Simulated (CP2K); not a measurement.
# NbTe (P-6m2) in CP2K: notebook, part 2 of 2

CP2K 2026.2.

### 4 Band structure, r2SCAN

File nbte_bands.inp:

```
&GLOBAL
  PROJECT nbte_bands
  RUN_TYPE ENERGY_FORCE
  PRINT_LEVEL LOW
&END GLOBAL
&FORCE_EVAL
  METHOD QS
  STRESS_TENSOR ANALYTICAL
  &DFT
    BASIS_SET_FILE_NAME BASIS_MOLOPT_UZH
    POTENTIAL_FILE_NAME POTENTIAL_UZH
    &MGRID
      CUTOFF 675
      REL_CUTOFF 60
      NGRIDS 5
    &END MGRID
    &QS
      METHOD GPW
      EPS_DEFAULT 1.0E-9
    &END QS
    &KPOINTS
      SCHEME MONKHORST-PACK 8 8 7
      GAMMA_CENTERED T
      SYMMETRY T
      SYMMETRY_BACKEND SPGLIB
    &END KPOINTS
    &SCF
      SCF_GUESS ATOMIC
      EPS_SCF 1.0E-6
      MAX_SCF 100
      ADDED_MOS 13
      CHOLESKY OFF
      EPS_EIGVAL 1.0E-7
      &DIAGONALIZATION ON
        ALGORITHM STANDARD
      &END DIAGONALIZATION
      &MIXING ON
        METHOD BROYDEN_MIXING
        ALPHA 0.4
        BETA 1.5
        NBUFFER 8
      &END MIXING
      &SMEAR ON
        METHOD FERMI_DIRAC
        ELECTRONIC_TEMPERATURE [K] 1160.452
      &END SMEAR
    &END SCF
    &XC
      &XC_FUNCTIONAL
        &MGGA_X_R2SCAN
        &END MGGA_X_R2SCAN
        &MGGA_C_R2SCAN
        &END MGGA_C_R2SCAN
      &END XC_FUNCTIONAL
    &END XC
    &PRINT
      &KPOINTS ON
      &END KPOINTS
      &MULLIKEN ON
      &END MULLIKEN
      &MO ON
        ENERGIES T
        OCCUPATION_NUMBERS T
        &EACH
          QS_SCF 0
        &END EACH
        ADD_LAST NUMERIC
      &END MO
      &BAND_STRUCTURE
        FILE_NAME bands.bs
        ADDED_MOS 2
        &KPOINT_SET
          UNITS B_VECTOR
          NPOINTS 10
          SPECIAL_POINT GAMMA 0.00000000 0.00000000 0.00000000
          SPECIAL_POINT M 0.50000000 0.00000000 0.00000000
          SPECIAL_POINT K 0.33333333 0.33333333 0.00000000
          SPECIAL_POINT GAMMA 0.00000000 0.00000000 0.00000000
          SPECIAL_POINT A 0.00000000 0.00000000 0.50000000
          SPECIAL_POINT L 0.50000000 0.00000000 0.50000000
          SPECIAL_POINT H 0.33333333 0.33333333 0.50000000
          SPECIAL_POINT A 0.00000000 0.00000000 0.50000000
        &END KPOINT_SET
        &KPOINT_SET
          UNITS B_VECTOR
          NPOINTS 10
          SPECIAL_POINT L 0.50000000 0.00000000 0.50000000
          SPECIAL_POINT M 0.50000000 0.00000000 0.00000000
        &END KPOINT_SET
        &KPOINT_SET
          UNITS B_VECTOR
          NPOINTS 10
          SPECIAL_POINT K 0.33333333 0.33333333 0.00000000
          SPECIAL_POINT H 0.33333333 0.33333333 0.50000000
        &END KPOINT_SET
      &END BAND_STRUCTURE
    &END PRINT
  &END DFT
  &SUBSYS
    &CELL
      A 3.7029743866 0.0000000000 0.0000000000
      B -1.8514871933 3.2068698884 0.0000000000
      C 0.0000000000 0.0000000000 3.6942110000
      PERIODIC XYZ
    &END CELL
    &COORD
      Te  1.8514871935 1.0689566294 0.0000000000
      Nb  0.0000000000 0.0000000000 1.8471055000
    &END COORD
    &KIND Te
      BASIS_SET TZVP-MOLOPT-SCAN-GTH-q6
      POTENTIAL GTH-SCAN-q6
    &END KIND
    &KIND Nb
      BASIS_SET TZVP-MOLOPT-SCAN-GTH-q13
      POTENTIAL GTH-SCAN-q13
    &END KIND
    &PRINT
      &ATOMIC_COORDINATES ON
      &END ATOMIC_COORDINATES
      &CELL ON
      &END CELL
      &SYMMETRY ON
      &END SYMMETRY
    &END PRINT
  &END SUBSYS
  &PRINT
    &FORCES ON
    &END FORCES
    &STRESS_TENSOR ON
    &END STRESS_TENSOR
  &END PRINT
&END FORCE_EVAL
```

Potentials or basis: POTENTIAL_UZH Te GTH-SCAN-q6, Nb GTH-SCAN-q13; TZVP-MOLOPT-SCAN-GTH basis.

Launch:

```bash
$ OMP_NUM_THREADS=1 cp2k.psmp -i nbte_bands.inp -o nbte_bands.out
```

nbte_bands.out:

```text

 CP2K| version string:                                       CP2K version 2026.2
 CP2K| Input file name                                            nbte_bands.inp

 GLOBAL| Force Environment number                                              1
 GLOBAL| Basis set file name                                    BASIS_MOLOPT_UZH
 GLOBAL| Potential file name                                       POTENTIAL_UZH
 GLOBAL| MM Potential file name                                     MM_POTENTIAL
 GLOBAL| Coordinate file name                                      __STD_INPUT__
 GLOBAL| Method name                                                        CP2K
 GLOBAL| Project name                                                 nbte_bands
 GLOBAL| Run type                                                   ENERGY_FORCE
 GLOBAL| FFT library                                                       FFTW3
[... 8 lines left out ...]
 GLOBAL| CPU model name                                                  UNKNOWN

 CELL| Volume [angstrom^3]:                                            43.868597
 CELL| Vector a [angstrom]:       3.703     0.000     0.000   |a| =     3.702974
 CELL| Vector b [angstrom]:      -1.851     3.207     0.000   |b| =     3.702974
 CELL| Vector c [angstrom]:       0.000     0.000     3.694   |c| =     3.694211
 CELL| Angle (b,c), alpha [degree]:                                    90.000000
 CELL| Angle (a,c), beta  [degree]:                                    90.000000
 CELL| Angle (a,b), gamma [degree]:                                   120.000000
 CELL| Numerically orthorhombic:                                              NO
 CELL| Periodicity                                                           XYZ

[... 591 lines left out ...]
 KPOINTS| Number of added MOs/bands                                            2
 KPOINTS| Number of k-points in set    1                                      71
 KPOINTS| In units of b-vector [2pi/Bohr]
 KPOINTS| Special point     1       GAMMA     0.000000     0.000000     0.000000
 KPOINTS| Special point     2           M     0.500000     0.000000     0.000000
 KPOINTS| Special point     3           K     0.333333     0.333333     0.000000
 KPOINTS| Special point     4       GAMMA     0.000000     0.000000     0.000000
 KPOINTS| Special point     5           A     0.000000     0.000000     0.500000
 KPOINTS| Special point     6           L     0.500000     0.000000     0.500000
 KPOINTS| Special point     7           H     0.333333     0.333333     0.500000
 KPOINTS| Special point     8           A     0.000000     0.000000     0.500000
 KPOINTS| Number of k-points in set    2                                      11
 KPOINTS| In units of b-vector [2pi/Bohr]
 KPOINTS| Special point     1           L     0.500000     0.000000     0.500000
 KPOINTS| Special point     2           M     0.500000     0.000000     0.000000
 KPOINTS| Number of k-points in set    3                                      11
 KPOINTS| In units of b-vector [2pi/Bohr]
 KPOINTS| Special point     1           K     0.333333     0.333333     0.000000
 KPOINTS| Special point     2           H     0.333333     0.333333     0.500000

 ENERGY| Total FORCE_EVAL ( QS ) energy [hartree]            -64.837344283274007

 FORCES| Atomic forces [hartree/bohr]
 FORCES|   Atom     x               y               z               |f|
 FORCES|      1  5.77327767E-09  1.18807727E-08  1.32418318E-16   1.32092200E-08
 FORCES|      2 -5.70550272E-09 -1.03603642E-08  1.17040554E-12   1.18275065E-08
 FORCES| Sum     6.77749441E-11  1.52040847E-09  1.17053796E-12
 FORCES| Total atomic force                                       1.52191877E-09

 STRESS| Analytical stress tensor [bar]
 STRESS|                        x                   y                   z
 STRESS|      x       -2.00104148827E+03  -2.78763060997E-01   2.29735303510E-07
 STRESS|      y       -2.78763060997E-01  -2.00157197822E+03   4.19200921773E-07
 STRESS|      z        2.29735303510E-07   4.19200921773E-07  -2.12927283825E+03
 STRESS| 1/3 Trace                                            -2.04396210158E+03
 STRESS| Determinant                                          -8.52822424000E+09

 STRESS| Eigenvectors and eigenvalues of the analytical stress tensor [bar]
 STRESS|                        1                   2                   3
 STRESS| Eigenvalues  -2.12927283825E+03  -2.00169152376E+03  -2.00092194273E+03
 STRESS|      x          -0.000000001799      0.394130016618      0.919054693694
 STRESS|      y          -0.000000003287      0.919054693694     -0.394130016618
 STRESS|      z           1.000000000000      0.000000003729      0.000000000358
```

It took 72 s on 1 thread of Arm Neoverse V2, shared host; peak memory 0.35 GiB.

What came out:

| Quantity | Value |
| --- | --- |
| Free energy | -1764.3139 eV |
| Pressure | -0.2 GPa |
| Band gap on the k mesh | none (metal or under the smearing width) |
| Mulliken charges | Te +0.15; Nb -0.15 e |

Levels at the corners of the path, in eV from the Fermi level:
| point | band 6 | band 7 | band 8 | band 9 | band 10 | band 11 | band 12 | band 13 |
| --- | --- | --- | --- | --- | --- | --- | --- | --- |
| Γ | -3.40 | -3.40 | -3.10 | -2.62 | 0.20 | 0.20 | 2.53 | 2.53 |
| M | -7.58 | -4.18 | -2.87 | -2.74 | -0.25 | 1.37 | 1.63 | 3.15 |
| K | -6.88 | -5.74 | -4.12 | -1.04 | -0.19 | 0.34 | 0.54 | 4.74 |
| Γ | -3.40 | -3.40 | -3.10 | -2.62 | 0.20 | 0.20 | 2.53 | 2.53 |
| A | -7.97 | -2.91 | -2.91 | -1.04 | -1.04 | 0.77 | 1.65 | 1.65 |
| L | -6.33 | -6.21 | -4.57 | -1.42 | 1.24 | 1.37 | 1.99 | 3.12 |
| H | -6.62 | -6.10 | -4.79 | -1.09 | 1.22 | 1.82 | 2.40 | 2.92 |
| A | -7.97 | -2.91 | -2.91 | -1.04 | -1.04 | 0.77 | 1.65 | 1.65 |
| L | -6.33 | -6.21 | -4.57 | -1.42 | 1.24 | 1.37 | 1.99 | 3.12 |
| M | -7.58 | -4.18 | -2.87 | -2.74 | -0.25 | 1.37 | 1.63 | 3.15 |
| K | -6.88 | -5.74 | -4.12 | -1.04 | -0.19 | 0.34 | 0.54 | 4.74 |
| H | -6.62 | -6.10 | -4.79 | -1.09 | 1.22 | 1.82 | 2.40 | 2.92 |

Caveat: Mulliken charges move with the basis; spin-orbit coupling is left out, which moves the levels of the heavy elements; the basis of atomic orbitals isn't converged, which shifts pressures, moduli and gaps.

### 5 Band structure, PBE

nbte_bands.inp, as its differences from that of step 4:

```diff
@@ -12,5 +12,5 @@
     &MGRID
-      CUTOFF 675
+      CUTOFF 450
       REL_CUTOFF 60
-      NGRIDS 5
+      NGRIDS 4
     &END MGRID
@@ -44,3 +44,3 @@
         METHOD FERMI_DIRAC
-        ELECTRONIC_TEMPERATURE [K] 1160.452
+        ELECTRONIC_TEMPERATURE [K] 580.226
       &END SMEAR
@@ -49,6 +49,6 @@
       &XC_FUNCTIONAL
-        &MGGA_X_R2SCAN
-        &END MGGA_X_R2SCAN
-        &MGGA_C_R2SCAN
-        &END MGGA_C_R2SCAN
+        &GGA_X_PBE
+        &END GGA_X_PBE
+        &GGA_C_PBE
+        &END GGA_C_PBE
       &END XC_FUNCTIONAL
@@ -70,6 +70,6 @@
         FILE_NAME bands.bs
-        ADDED_MOS 2
+        ADDED_MOS 4
         &KPOINT_SET
           UNITS B_VECTOR
-          NPOINTS 10
+          NPOINTS 8
           SPECIAL_POINT GAMMA 0.00000000 0.00000000 0.00000000
@@ -85,3 +85,3 @@
           UNITS B_VECTOR
-          NPOINTS 10
+          NPOINTS 8
           SPECIAL_POINT L 0.50000000 0.00000000 0.50000000
@@ -91,3 +91,3 @@
           UNITS B_VECTOR
-          NPOINTS 10
+          NPOINTS 8
           SPECIAL_POINT K 0.33333333 0.33333333 0.00000000
@@ -106,12 +106,13 @@
     &COORD
-      Te  1.8514871935 1.0689566294 0.0000000000
-      Nb  0.0000000000 0.0000000000 1.8471055000
+      SCALED
+      Te  0.6666666667 0.3333333333 0.0000000000
+      Nb  0.0000000000 0.0000000000 0.5000000000
     &END COORD
     &KIND Te
-      BASIS_SET TZVP-MOLOPT-SCAN-GTH-q6
-      POTENTIAL GTH-SCAN-q6
+      BASIS_SET TZVP-MOLOPT-PBE-GTH-q6
+      POTENTIAL GTH-PBE-q6
     &END KIND
     &KIND Nb
-      BASIS_SET TZVP-MOLOPT-SCAN-GTH-q13
-      POTENTIAL GTH-SCAN-q13
+      BASIS_SET TZVP-MOLOPT-PBE-GTH-q13
+      POTENTIAL GTH-PBE-q13
     &END KIND
@@ -122,4 +123,2 @@
       &END CELL
-      &SYMMETRY ON
-      &END SYMMETRY
     &END PRINT
```

Potentials or basis: POTENTIAL_UZH Te GTH-PBE-q6, Nb GTH-PBE-q13; TZVP-MOLOPT-PBE-GTH basis.

Launch:

```bash
$ OMP_NUM_THREADS=1 cp2k.psmp -i nbte_bands.inp -o nbte_bands.out
```

Run time: 29 s. Hardware: 1 thread of Arm Neoverse V2, shared host; peak memory 0.28 GiB.

It converged, with:

- Free energy: -1763.0882 eV
- Pressure: 1.7 GPa
- Band gap on the k mesh: none (metal or under the smearing width)
- Mulliken charges: Te +0.12; Nb -0.12 e

Stress tensor (GPa, compression positive):
```
1.38 0.00 0.00
0.00 1.38 0.00
0.00 0.00 2.26
```

Levels at the corners of the path, in eV from the Fermi level:
| point | band 5 | band 6 | band 7 | band 8 | band 9 | band 10 | band 11 | band 12 | band 13 | band 14 |
| --- | --- | --- | --- | --- | --- | --- | --- | --- | --- | --- |
| Γ | -14.33 | -3.19 | -3.19 | -3.07 | -2.39 | 0.18 | 0.18 | 2.44 | 2.44 | 2.84 |
| M | -12.68 | -7.26 | -3.92 | -2.70 | -2.64 | -0.24 | 1.28 | 1.51 | 3.06 | 4.03 |
| K | -12.43 | -6.60 | -5.48 | -3.86 | -1.01 | -0.16 | 0.25 | 0.42 | 4.61 | 6.88 |
| Γ | -14.33 | -3.19 | -3.19 | -3.07 | -2.39 | 0.18 | 0.18 | 2.44 | 2.44 | 2.84 |
| A | -12.98 | -7.61 | -2.70 | -2.70 | -1.01 | -1.01 | 0.66 | 1.61 | 1.61 | 5.61 |
| L | -12.33 | -6.03 | -5.93 | -4.32 | -1.34 | 1.16 | 1.23 | 1.83 | 2.87 | 4.46 |
| H | -12.20 | -6.34 | -5.81 | -4.51 | -1.04 | 1.10 | 1.69 | 2.15 | 2.81 | 3.45 |
| A | -12.98 | -7.61 | -2.70 | -2.70 | -1.01 | -1.01 | 0.66 | 1.61 | 1.61 | 5.61 |
| L | -12.33 | -6.03 | -5.93 | -4.32 | -1.34 | 1.16 | 1.23 | 1.83 | 2.87 | 4.46 |
| M | -12.68 | -7.26 | -3.92 | -2.70 | -2.64 | -0.24 | 1.28 | 1.51 | 3.06 | 4.03 |
| K | -12.43 | -6.60 | -5.48 | -3.86 | -1.01 | -0.16 | 0.25 | 0.42 | 4.61 | 6.88 |
| H | -12.20 | -6.34 | -5.81 | -4.51 | -1.04 | 1.10 | 1.69 | 2.15 | 2.81 | 3.45 |

Caveat: Mulliken charges move with the basis; spin-orbit coupling is left out, which moves the levels of the heavy elements; the basis of atomic orbitals isn't converged, which shifts pressures, moduli and gaps.

### 6 Overview

```tsv
level	potentials or basis	smearing	NGRIDS	points a segment of the path (NPOINTS)	bands added on the path	CUTOFF of the grids	gap on the mesh (eV)	pressure (GPa)
PBEsol	POTENTIAL_UZH Te GTH-PBE-q6, Nb GTH-PBE-q13; TZVP-MOLOPT-PBE-GTH basis	fermi-dirac 0.0259 eV	5	8	2	450 Ry	none	-1.7
LDA	GTH_POTENTIALS Te GTH-PADE-q6, Nb GTH-PADE-q13; TZVP-MOLOPT-PBE-GTH basis	fermi-dirac 0.1 eV	4	8	2	450 Ry	none	-6.2
r2SCAN	POTENTIAL_UZH Te GTH-SCAN-q6, Nb GTH-SCAN-q13; TZVP-MOLOPT-SCAN-GTH basis	fermi-dirac 0.1 eV	5	10	2	675 Ry	none	-0.2
PBE	POTENTIAL_UZH Te GTH-PBE-q6, Nb GTH-PBE-q13; TZVP-MOLOPT-PBE-GTH basis	fermi-dirac 0.05 eV	4	8	4	450 Ry	none	1.7
```

Alike in all rows: task band structure; no spin polarisation; cell as given; k mesh 8 × 8 × 7.

Caveats: spin-orbit coupling is left out, which moves the levels of the heavy elements; the basis of atomic orbitals isn't converged, which shifts pressures, moduli and gaps; the potentials were made for another functional, which shifts forces and pressure (some runs).

Total energies depend on the potentials used, so only differences within one code and one set of settings carry meaning.
